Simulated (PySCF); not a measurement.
# C₅H₅ClO: reorganisation energies

Programs: PySCF 2.14.0, with routines of our own; each step states its level. All values are computed. Atoms count from 0.

## Step 1: The starting structure

12 atoms, charge 0, multiplicity 1; geometry from: GFN2-xTB.

## Step 2: Geometry optimisation at B3LYP/cc-pVDZ

What the job is given:

```
{"job": {"xc": "B3LYP", "basis": "cc-pVDZ", "grid": 1, "kind": "geom"}, "charge": 0, "multiplicity": 1}
C     -2.325163     0.661749     0.478556
C     -1.351397    -0.084434    -0.034840
C      0.067000     0.171428     0.109689
Cl     0.514779     1.560967     1.022749
C      1.007052    -0.626750    -0.435892
C      2.445622    -0.442564    -0.338406
O      3.256098    -1.180705    -0.844313
H     -3.360738     0.411277     0.331003
H     -2.119544     1.543791     1.061018
H     -1.585770    -0.965252    -0.616774
H      0.687565    -1.490253    -1.003027
H      2.765694     0.440059     0.244210
```

Run with:

```console
$ OMP_NUM_THREADS=1 python excited_run.py task.json out
```

The driver reads the jobs from task.json and runs them one after another.

**Question.** How long does this first job take on 1 thread of Arm Neoverse V1, shared host, and how much memory does it need?

About 34 s, with a peak of 0.57 GiB.
